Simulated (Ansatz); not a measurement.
# ZnCo3C: the cost of one run

Computed with the Python package of Ansatz 0.2.0. Level of theory: DFT LDA, plane waves, PAW.

## Step 1: Starting point

It takes space group Pm-3m (No. 221, cubic). The conventional cell has a = 3.727 Å, b = 3.727 Å, c = 3.727 Å, α = 90.00°, β = 90.00°, γ = 90.00°. Zn (site symmetry m-3m) has 12 Co at 2.64 Å as nearest neighbours. Around Co (site symmetry 4/mmm) lie 2 C at 1.86 Å. C (site symmetry m-3m) has 6 Co at 1.86 Å as nearest neighbours.

The script holds or builds the structure itself.

## Step 2: The script

The input, znco3c.py:

```python
import warnings

import ansatz as az
from ase.eos import EquationOfState
from ase.units import GPa
import numpy as np

VECTORS = np.array([
    [3.726954, 0.0, 0.0],
    [0.0, 3.726954, 0.0],
    [0.0, 0.0, 3.726954],
])
SITES = [
    ('Zn', [0.0, 0.0, 0.0], 0.0),
    ('Co', [0.0, 0.5, 0.5], 3.2),
    ('Co', [0.5, 0.5, 0.0], 3.2),
    ('Co', [0.5, 0.0, 0.5], 3.2),
    ('C', [0.5, 0.5, 0.5], 0.0),
]


def crystal_on(cell):
    crystal = az.Crystal(lattice=az.Lattice.of(cell))
    for symbol, position, moment in SITES:
        crystal = crystal.atom(symbol, position, moment=moment or None)
    return crystal

warnings.simplefilter('ignore', az.DeckWarning)

volumes, energies = [], []
for scale in np.linspace(0.9, 1.1, 9):
    cell = VECTORS * scale ** (1 / 3)
    setup = (
        crystal_on(cell).calculation()
        .functional('lda')
        .pseudopotentials('paw')
        .basis(470)
        .occupations('fermi_dirac', width=0.2)
        .spin('collinear')
        .kpoints(6, 6, 6)
    )
    report = setup.run(threads=1).report
    volumes.append(abs(np.linalg.det(cell)) / len(SITES))
    energies.append(report['free_energy_ev'] / len(SITES))
    print(f'V = {volumes[-1]:8.4f} A^3/atom  F = {energies[-1]:.5f} eV/atom')

eos = EquationOfState(volumes, energies, eos='birchmurnaghan')
v0, e0, bulk = eos.fit()
print(f'V0 = {v0:.4f} A^3/atom, E0 = {e0:.5f} eV/atom, B = {bulk / GPa:.1f} GPa')
eos.plot('eos.png')
```

## Step 3: The input behind the calls

The package turns the script's settings into the engine's input (first run):

```yaml
crystal:
  lattice:
    - [3.5983345239134903, 0.0, 0.0]
    - [0.0, 3.5983345239134903, 0.0]
    - [0.0, 0.0, 3.5983345239134903]
  atoms:
    - { symbol: Zn, position: [0.0, 0.0, 0.0] }
    - { symbol: Co, position: [0.0, 0.5, 0.5], spin: 3.2 }
    - { symbol: Co, position: [0.5, 0.5, 0.0], spin: 3.2 }
    - { symbol: Co, position: [0.5, 0.0, 0.5], spin: 3.2 }
    - { symbol: C, position: [0.5, 0.5, 0.5] }
basis:
  ecutwfc: 470.0
kpoints:
  mp_grid:
    grid: [6, 6, 6]
hamiltonian:
  xc: lda
  pseudopotentials:
    kind: paw
magnetization:
  spin_polarized: true
scf:
  occupations:
    method: fermi_dirac
    width: 0.2
```

## Step 4: Running it

The run is started by

```sh
> python znco3c.py
```

**Question.** How long does this script take on 1 thread of Arm Neoverse N1, shared host, and how much memory does it need?

About 5.6 min, with a peak of 0.74 GiB.
